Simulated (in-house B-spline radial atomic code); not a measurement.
**Co³⁺: density, ELF and screening along the radius**

Aim: the shell structure of Co³⁺ in the radial density, the electron localisation function and the screened nuclear charge, under several settings.

Method: several methods, spin-polarised, as named in each step; spherical all-electron atom at the radial basis limit. Code: in-house B-spline radial atomic code version 1.

### 1 What is computed

* element: cobalt (Z = 27)
* charge: +3
* electrons: 24
* configuration: [Ar] 3d6
* nucleus: point (non-relativistic runs) or finite (X2C runs)

Outer shells as boxes (Hund's rule):

[Ar] 3d6
```
[Ar] core
3d [↑↓][↑ ][↑ ][↑ ][↑ ]
```

Where spins are not typed, each open shell is filled with up spins first.

### 2 LDA (VWN5), non-rel.

Input settings:

```ini
Z = 27
electrons = 24.0
configuration = [Ar] 3d6
hamiltonian = nr
method = lda,vwn
spin_polarised = True
```

Command:

```
$ python run_scf.py task.json out
```

The settings of every run stand in task.json; they run in order.

The program writes no log. Results of the run, from its result record (rounded, main fields):

```text
{
  "status": "converged",
  "scf [iteration, energy, orbital gradient]": [
    [1, -1362.81243684, 0.638],
    [2, -1369.10981476, 0.715],
    [3, -1377.54247249, 0.127],
    [4, -1377.94384312, 0.0224],
    [5, -1377.95586636, 0.00635],
    [6, -1377.956177, 0.00487],
    [7, -1377.9567405, 0.000831],
    [8, -1377.95675779, 2.34e-05],
    [9, -1377.9567578, 6.68e-07],
    [10, -1377.9567578, 1.65e-08]
  ],
  "energy [hartree]": {"total": -1377.9567578, "kinetic": 1376.42768921, "nuclear": -3252.63186243, "coulomb": 553.848367214, "xc": -55.6009517892},
  "orbitals [hartree, bohr; first row names the columns]": [
    ["name", "occ", "eps", "<r>", "<r^2>", "<1/r>", "r_max", "density_at_nucleus", "spin_orbit_zeta"],
    ["1s up", 1.0, -277.03823, 0.057, 0.0043551, 26.47, 0.037561, 6021.0, "-"],
    ["1s down", 1.0, -277.03738, 0.056999, 0.004355, 26.471, 0.037561, 6021.1, "-"],
    ["2s up", 1.0, -33.848864, 0.25946, 0.079393, 5.6901, 0.21657, 552.34, "-"],
    ["2s down", 1.0, -33.756992, 0.25907, 0.079141, 5.6995, 0.21638, 554.21, "-"],
    ["2p up", 3.0, -29.610044, 0.22669, 0.063067, 5.654, 0.17329, "-", 0.3505],
    ["2p down", 3.0, -29.540217, 0.22626, 0.062805, 5.6626, 0.17312, "-", 0.35168],
    ["3s up", 1.0, -5.1255929, 0.77753, 0.69697, 1.8198, 0.67505, 82.287, "-"],
    ["3s down", 1.0, -4.9541424, 0.78114, 0.70395, 1.8097, 0.67624, 81.214, "-"],
    ["3p up", 3.0, -3.8536209, 0.80761, 0.76672, 1.7026, 0.67798, "-", 0.045248],
    ["3p down", 3.0, -3.6856891, 0.81352, 0.77903, 1.6896, 0.67987, "-", 0.044445],
    ["3d up", 5.0, -1.7435567, 0.92482, 1.0765, 1.4019, 0.64689, "-", 0.0032464],
    ["3d down", 1.0, -1.5846559, 0.9542, 1.1561, 1.3718, 0.65465, "-", 0.0031118]
  ],
  "sum_r [bohr^k]": {"-1": 120.4678, "1": 13.99174, "2": 13.12192},
  "density_at_nucleus [bohr^-3]": 13312.1,
  "spin_density_at_nucleus [bohr^-3]": -0.882706,
  "mass_velocity [hartree]": -40.21563,
  "darwin [hartree]": 30.06498,
  "radius_at_0.001 [bohr]": 2.687,
  "radius_enclosing_fraction [bohr]": {"0.5": 0.5048, "0.9": 1.186, "0.99": 1.979},
  "slater [hartree]": {
    "F0(3p up,3p up)": 1.1187,
    "F2(3p up,3p up)": 0.55966,
    "F0(3p up,3p down)": 1.1149,
    "F2(3p up,3p down)": 0.55747,
    "F0(3p up,3d up)": 1.0508,
    "F2(3p up,3d up)": 0.49962,
    "G1(3p up,3d up)": 0.61653,
    "G3(3p up,3d up)": 0.3756,
    "F0(3p up,3d down)": 1.035,
    "F2(3p up,3d down)": 0.48933,
    "F0(3p down,3p down)": 1.111,
    "F2(3p down,3p down)": 0.55532,
    "F0(3p down,3d up)": 1.0474,
    "F2(3p down,3d up)": 0.49801,
    "F0(3p down,3d down)": 1.0317,
    "F2(3p down,3d down)": 0.48784,
    "G1(3p down,3d down)": 0.60343,
    "G3(3p down,3d down)": 0.36615,
    "F0(3d up,3d up)": 0.99682,
    "F2(3d up,3d up)": 0.46583,
    "F4(3d up,3d up)": 0.29067,
    "F0(3d up,3d down)": 0.98256,
    "F2(3d up,3d down)": 0.45707,
    "F4(3d up,3d down)": 0.28479,
    "F0(3d down,3d down)": 0.96874,
    "F2(3d down,3d down)": 0.44879,
    "F4(3d down,3d down)": 0.27926
  }
}
```

Wall time 0.37 s (1 thread, shared host).

radius_at_0.001 is where the density falls to 0.001 electrons per bohr³.

Fields along the radius, from the same record (one point in 2):

| r (bohr) | 4πr²n (1/bohr) | ELF | screened charge r·V (e) | reduced gradient s | 4πr²(n↑−n↓) |
| --- | --- | --- | --- | --- | --- |
| 0.00635 | 4.789 | 0.9996 | 26.24 | 0.4120 | -0.0003169 |
| 0.00908 | 8.453 | 0.9994 | 25.92 | 0.4320 | -0.0005584 |
| 0.0130 | 14.04 | 0.9989 | 25.48 | 0.4620 | -0.0009247 |
| 0.0186 | 21.30 | 0.9975 | 24.87 | 0.5073 | -0.001399 |
| 0.0266 | 28.52 | 0.9919 | 24.07 | 0.5755 | -0.001875 |
| 0.0380 | 32.32 | 0.9600 | 23.03 | 0.6728 | -0.002138 |
| 0.0544 | 30.24 | 0.7512 | 21.74 | 0.7696 | -0.001619 |
| 0.0778 | 25.88 | 0.3314 | 20.14 | 0.6735 | 0.003743 |
| 0.111 | 27.90 | 0.3690 | 18.18 | 0.3459 | 0.03837 |
| 0.159 | 35.45 | 0.7329 | 15.84 | 0.3365 | 0.2025 |
| 0.228 | 32.69 | 0.8022 | 13.33 | 0.5676 | 0.7471 |
| 0.326 | 18.84 | 0.3467 | 10.88 | 0.7706 | 1.950 |
| 0.466 | 14.99 | 0.2878 | 8.345 | 0.2705 | 3.554 |
| 0.667 | 18.28 | 0.7554 | 5.844 | 0.3399 | 4.259 |
| 0.954 | 12.39 | 0.7462 | 4.054 | 0.6761 | 3.186 |
| 1.36 | 4.218 | 0.4080 | 3.255 | 1.246 | 1.470 |
| 1.95 | 0.7522 | 0.06805 | 3.035 | 2.530 | 0.3623 |
| 2.79 | 0.06734 | 0.004283 | 3.002 | 6.589 | 0.03614 |

### 3 PBE, non-rel.

Input settings:

```ini
Z = 27
electrons = 24.0
configuration = [Ar] 3d6
hamiltonian = nr
method = pbe,pbe
spin_polarised = True
```

From the record:

```text
{
  "status": "converged",
  "iterations": 10,
  "energy [hartree]": {"total": -1380.29962116, "kinetic": 1379.32050421, "nuclear": -3255.72729207, "coulomb": 554.098753749, "xc": -57.9915870509},
  "orbitals [hartree, bohr; first row names the columns]": [
    ["name", "occ", "eps", "<r>"],
    ["1s up", 1.0, -277.62319, 0.056909],
    ["1s down", 1.0, -277.62358, 0.056909],
    ["2s up", 1.0, -33.911104, 0.25891],
    ["2s down", 1.0, -33.824657, 0.25847],
    ["2p up", 3.0, -29.622724, 0.22645],
    ["2p down", 3.0, -29.558598, 0.22598],
    ["3s up", 1.0, -5.1451624, 0.77602],
    ["3s down", 1.0, -4.9668872, 0.77929],
    ["3p up", 3.0, -3.8584127, 0.80684],
    ["3p down", 3.0, -3.6828695, 0.81244],
    ["3d up", 5.0, -1.7350081, 0.92564],
    ["3d down", 1.0, -1.5682387, 0.95602]
  ],
  "sum_r [bohr^k]": {"-1": 120.5825, "1": 13.98583, "2": 13.11341}
}
```

Run time: 0.15 s. Hardware: 1 thread, shared host.

The record's radial tables, every 4th point:

| r (bohr) | 4πr²n (1/bohr) | ELF | screened charge r·V (e) | reduced gradient s | 4πr²(n↑−n↓) |
| --- | --- | --- | --- | --- | --- |
| 0.00635 | 4.809 | 0.9996 | 26.24 | 0.4119 | -0.0003393 |
| 0.0130 | 14.09 | 0.9989 | 25.48 | 0.4621 | -0.0009903 |
| 0.0266 | 28.59 | 0.9919 | 24.06 | 0.5760 | -0.002015 |
| 0.0544 | 30.24 | 0.7505 | 21.73 | 0.7711 | -0.001944 |
| 0.111 | 27.90 | 0.3689 | 18.17 | 0.3442 | 0.03644 |
| 0.228 | 32.72 | 0.8032 | 13.33 | 0.5689 | 0.7390 |
| 0.467 | 14.95 | 0.2893 | 8.329 | 0.2637 | 3.543 |
| 0.955 | 12.39 | 0.7456 | 4.046 | 0.6798 | 3.201 |
| 1.96 | 0.7255 | 0.06472 | 3.035 | 2.549 | 0.3498 |

### 4 Hartree-Fock, non-rel.

Input settings:

```ini
Z = 27
electrons = 24.0
configuration = [Ar] 3d6
hamiltonian = nr
method = hf
spin_polarised = True
```

From the record:

```text
{
  "status": "converged",
  "iterations": 10,
  "energy [hartree]": {"total": -1379.45089571, "kinetic": 1379.45087875, "nuclear": -3256.36872627, "coulomb": 554.206785554, "exact_exchange": -56.7398337402},
  "orbitals [hartree, bohr; first row names the columns]": [
    ["name", "occ", "eps", "<r>"],
    ["1s up", 1.0, -284.50319, 0.05688],
    ["1s down", 1.0, -284.50348, 0.056879],
    ["2s up", 1.0, -36.39186, 0.25771],
    ["2s down", 1.0, -36.241126, 0.25691],
    ["2p up", 3.0, -31.642561, 0.22629],
    ["2p down", 3.0, -31.496608, 0.2252],
    ["3s up", 1.0, -6.1214116, 0.77459],
    ["3s down", 1.0, -5.7265594, 0.77925],
    ["3p up", 3.0, -4.6358519, 0.80587],
    ["3p down", 3.0, -4.1581656, 0.81623],
    ["3d up", 5.0, -2.1562737, 0.91145],
    ["3d down", 1.0, -1.9153842, 0.95479]
  ],
  "sum_r [bohr^k]": {"-1": 120.6062, "1": 13.915, "2": 12.86872}
}
```

Run time: 0.23 s. Hardware: 1 thread, shared host.

The record's radial tables, every 4th point:

| r (bohr) | 4πr²n (1/bohr) | ELF | screened charge r·V (e) | reduced gradient s | 4πr²(n↑−n↓) |
| --- | --- | --- | --- | --- | --- |
| 0.00635 | 4.807 | 0.9996 | 26.24 | 0.4114 | -0.0004199 |
| 0.0130 | 14.09 | 0.9989 | 25.48 | 0.4614 | -0.001223 |
| 0.0266 | 28.61 | 0.9921 | 24.06 | 0.5755 | -0.002455 |
| 0.0544 | 30.23 | 0.7517 | 21.73 | 0.7727 | -0.002436 |
| 0.111 | 27.86 | 0.3671 | 18.17 | 0.3424 | 0.03389 |
| 0.228 | 32.78 | 0.8066 | 13.32 | 0.5697 | 0.7249 |
| 0.466 | 14.83 | 0.2818 | 8.334 | 0.2599 | 3.591 |
| 0.954 | 12.58 | 0.7481 | 4.019 | 0.6751 | 3.289 |
| 1.95 | 0.6893 | 0.06000 | 3.029 | 2.711 | 0.3087 |

### 5 M06-L, non-rel.

Input settings:

```ini
Z = 27
electrons = 24.0
configuration = [Ar] 3d6
hamiltonian = nr
method = m06l
spin_polarised = True
```

From the record:

```text
{
  "status": "converged",
  "iterations": 9,
  "energy [hartree]": {"total": -1380.54363094, "kinetic": 1379.54221399, "nuclear": -3256.42615554, "coulomb": 554.659157754, "xc": -58.3188471446},
  "orbitals [hartree, bohr; first row names the columns]": [
    ["name", "occ", "eps", "<r>"],
    ["1s up", 1.0, -278.49564, 0.056906],
    ["1s down", 1.0, -278.49565, 0.056905],
    ["2s up", 1.0, -34.337355, 0.25804],
    ["2s down", 1.0, -34.214616, 0.25731],
    ["2p up", 3.0, -29.88319, 0.22638],
    ["2p down", 3.0, -29.79479, 0.22564],
    ["3s up", 1.0, -5.3262309, 0.77248],
    ["3s down", 1.0, -5.0837658, 0.77803],
    ["3p up", 3.0, -3.9644641, 0.80433],
    ["3p down", 3.0, -3.7240389, 0.81403],
    ["3d up", 5.0, -1.7465518, 0.91279],
    ["3d down", 1.0, -1.5238264, 0.9701]
  ],
  "sum_r [bohr^k]": {"-1": 120.6084, "1": 13.92484, "2": 12.91145}
}
```

Run time: 0.24 s. Hardware: 1 thread, shared host.

Meta-GGA runs start from a PBE run whose iterations are not counted.

Fields along the radius, from the same record (one point in 4):

| r (bohr) | 4πr²n (1/bohr) | ELF | screened charge r·V (e) | reduced gradient s | 4πr²(n↑−n↓) |
| --- | --- | --- | --- | --- | --- |
| 0.00637 | 4.831 | 0.9996 | 26.24 | 0.4093 | -0.0003309 |
| 0.0131 | 14.25 | 0.9989 | 25.46 | 0.4618 | -0.0009633 |
| 0.0268 | 28.73 | 0.9917 | 24.04 | 0.5779 | -0.001816 |
| 0.0549 | 30.12 | 0.7406 | 21.70 | 0.7746 | -0.0005537 |
| 0.112 | 27.99 | 0.3746 | 18.12 | 0.3373 | 0.04347 |
| 0.230 | 32.57 | 0.8032 | 13.26 | 0.5763 | 0.7650 |
| 0.472 | 14.94 | 0.3001 | 8.242 | 0.2458 | 3.688 |
| 0.967 | 12.18 | 0.7403 | 3.975 | 0.7009 | 3.200 |
| 1.98 | 0.6397 | 0.05274 | 3.027 | 2.857 | 0.2909 |

### 6 OLYP, non-rel.

Input settings:

```ini
Z = 27
electrons = 24.0
configuration = [Ar] 3d6
hamiltonian = nr
method = optx,lyp
spin_polarised = True
```

From the record:

```text
{
  "status": "converged",
  "iterations": 10,
  "energy [hartree]": {"total": -1380.91716109, "kinetic": 1379.9937021, "nuclear": -3257.24045422, "coulomb": 555.004001953, "xc": -58.6744109183},
  "orbitals [hartree, bohr; first row names the columns]": [
    ["name", "occ", "eps", "<r>"],
    ["1s up", 1.0, -277.59161, 0.056917],
    ["1s down", 1.0, -277.59184, 0.056916],
    ["2s up", 1.0, -33.958541, 0.25884],
    ["2s down", 1.0, -33.863318, 0.25822],
    ["2p up", 3.0, -29.672406, 0.22639],
    ["2p down", 3.0, -29.603608, 0.22577],
    ["3s up", 1.0, -5.1633271, 0.77507],
    ["3s down", 1.0, -4.9737762, 0.77869],
    ["3p up", 3.0, -3.8752044, 0.80509],
    ["3p down", 3.0, -3.6857184, 0.81167],
    ["3d up", 5.0, -1.7476294, 0.91841],
    ["3d down", 1.0, -1.5644334, 0.96142]
  ],
  "sum_r [bohr^k]": {"-1": 120.6385, "1": 13.94488, "2": 13.02393}
}
```

Wall time 0.14 s (1 thread, shared host).

The record's radial tables, every 4th point:

| r (bohr) | 4πr²n (1/bohr) | ELF | screened charge r·V (e) | reduced gradient s | 4πr²(n↑−n↓) |
| --- | --- | --- | --- | --- | --- |
| 0.00636 | 4.818 | 0.9996 | 26.24 | 0.4117 | -0.0004484 |
| 0.0130 | 14.08 | 0.9989 | 25.48 | 0.4618 | -0.001299 |
| 0.0267 | 28.65 | 0.9918 | 24.05 | 0.5766 | -0.002564 |
| 0.0546 | 30.20 | 0.7463 | 21.71 | 0.7717 | -0.002031 |
| 0.112 | 28.09 | 0.3770 | 18.11 | 0.3384 | 0.03839 |
| 0.229 | 32.62 | 0.8014 | 13.29 | 0.5722 | 0.7562 |
| 0.469 | 15.05 | 0.2972 | 8.279 | 0.2583 | 3.639 |
| 0.960 | 12.29 | 0.7438 | 4.012 | 0.6873 | 3.183 |
| 1.97 | 0.6800 | 0.05863 | 3.034 | 2.607 | 0.3136 |

### 7 Results

| run | total energy (hartree) | highest level (eV) | radius holding 50 / 90 / 99 % (bohr) | radius at n = 0.001 (bohr) | ELF minima on the full grid (bohr) |
| --- | --- | --- | --- | --- | --- |
| LDA (VWN5), non-rel. | -1377.9568 | -43.121 | 0.505 / 1.19 / 1.98 | 2.69 | 0.093, 0.39 |
| PBE, non-rel. | -1380.2996 | -42.674 | 0.505 / 1.18 / 1.98 | 2.69 | 0.093, 0.39 |
| Hartree-Fock, non-rel. | -1379.4509 | -52.120 | 0.507 / 1.18 / 1.93 | 2.63 | 0.093, 0.39 |
| M06-L, non-rel. | -1380.5436 | -41.465 | 0.507 / 1.18 / 1.94 | 2.63 | 0.094, 0.40 |
| OLYP, non-rel. | -1380.9172 | -42.570 | 0.505 / 1.18 / 1.97 | 2.69 | 0.093, 0.39 |

In the first run ELF has 2 minima on the grid, which mark the borders between shells. On the record's full grid the screened charge (r times the electrostatic potential) falls from 26.9 near the nucleus to 3.00 at 3.3 bohr; far out it tends to the net charge, 3. The radius that holds 99 % of the electrons runs from 1.93 bohr (Hartree-Fock, non-rel.) to 1.98 bohr (PBE, non-rel.). The grid is coarse (about 20 % a step), so the places of minima are rough.

Members of this set that are not shown: 3 used exact exchange with fractional occupations of an open shell, which is unsound here.
